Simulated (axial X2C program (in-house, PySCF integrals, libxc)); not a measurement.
# FMoF⁺: bond lengths and stretches, held linear

An exercise on one series of results from a longer session: the logs are not shown, and one member is left open.

Method: all-electron X2C, two-component (2c) or spin-free, F dyall-av3z, Mo dyall-v3z; program: an in-house X2C program for linear molecules on PySCF integrals.

All values are calculated.

2 further runs of the same task are left out: 2 set aside as unsound or not needed.

The first run:

task.json reads:

```json
{"zs": [9, 42, 9], "q": 1, "bas": ["dyall-av3z", "dyall-v3z", "dyall-av3z"], "r0": [2.02, 2.02], "symm": 1, "scan": ["PBE0", "HF", "r2SCAN"], "levels": ["PBE0", "HF", "r2SCAN"], "nst": 2}
```

Keys: zs atomic numbers; q charge; bas basis sets; r0 starting distance in Å; symm equal bonds; scan levels of the two-bond scan (MP2 follows by itself at each HF point); levels methods; nst determinants followed.

On the command line:

```console
> python solin.py task.json out
```

Masses F 18.998, Mo 97.905, F 18.998 u.

Among the steps run: Scan at PBE0, 2c; Scan at HF, 2c; Scan at r2SCAN, 2c.

One table of the session follows, with a row left open; its other results are not shown here.

```
            level  r(F–Mo) (Å)  r(Mo–F) (Å)  lower stretch (cm⁻¹)  upper stretch (cm⁻¹)
         PBE0, 2c        1.787        1.787                 719.6                 819.0
           HF, 2c        1.798        1.798                 726.2                 827.4
       r2SCAN, 2c        1.797        1.797                 711.2                 808.1
          MP2, 2c        1.782        1.782                 732.9                 831.0
  PBE0, spin-free        1.787        1.787                 719.9                 819.2
    HF, spin-free            ?            ?                     ?                     ?
r2SCAN, spin-free        1.797        1.797                 711.3                 808.1
   MP2, spin-free        1.781        1.781                 733.5                 831.1
```

Q: Estimate the row for HF, spin-free from the others.

**Answer.** r(F–Mo) (Å): 1.797; r(Mo–F) (Å): 1.797; lower stretch (cm⁻¹): 727.2; upper stretch (cm⁻¹): 828.0.

Scans not shown above were run alike.

MP2 freezes inner shells (threshold -2 hartree). The molecule was held linear; bending was not examined, so a bent shape may lie lower. Note: several unpaired electrons, one determinant need not be a pure state.
